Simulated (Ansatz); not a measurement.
Bi2Te3 (Tellurobismuthite):

```
CELL_PARAMETERS angstrom
2.19300 1.26613 10.16567
-2.19300 1.26613 10.16567
0.00000 -2.53226 10.16567
ATOMIC_POSITIONS crystal
Bi 0.60000 0.60000 0.60000
Bi 0.40000 0.40000 0.40000
Te 0.79050 0.79050 0.79050
Te 0.20950 0.20950 0.20950
Te 0.00000 0.00000 0.00000
```

* Program: Ansatz 0.2.0
* Task: single point
* Functional: PBE
* Potentials or basis: all-electron LAPW, scalar-relativistic
* Cutoff: 203 eV (chosen from the basis error)
* Basis error allowed: 0.001 eV/atom
* k mesh: 7 × 7 × 7
* Occupations: fermi-dirac, width 0.05 eV
* Spin: no spin polarisation

On this cell: pressure 1.9 GPa; largest force 0.041 eV/Å; band gap on the k mesh 0.29 eV, direct.

The same run follows on a disturbed copy (atoms moved at random, drawn with an rms of 0.05 Å):

```
Bi Te
1.0
     2.19300    1.26613   10.16567
    -2.19300    1.26613   10.16567
     0.00000   -2.53226   10.16567
Bi Te
2 3
Direct
  0.60539 0.60196 0.59344
  0.39953 0.40382 0.39703
  0.79470 0.78516 0.79255
  0.21166 0.20856 0.20612
  0.00364 0.00338 0.99384
```

Problem. What changes?

Solution. The energy moves by +1.3 meV/atom; pressure 1.7 GPa; largest force 0.208 eV/Å; band gap on the k mesh 0.30 eV, direct.

Forces in eV/Å, atoms in the order of the input:
```
Bi  -0.024 -0.025 -0.172
Bi   0.070 -0.023  0.072
Te  -0.090  0.069 -0.073
Te   0.014  0.035  0.205
Te   0.030 -0.056 -0.032
```

Stress tensor (GPa, compression positive):
```
 1.80  0.06 -0.13
 0.06  1.88  0.07
-0.13  0.07  1.54
```

Caveats: spin-orbit coupling is left out, which as a rule narrows the gap of such compounds by several tenths of an eV; an odd mesh through Γ misses points on the zone boundary, where band edges often lie.
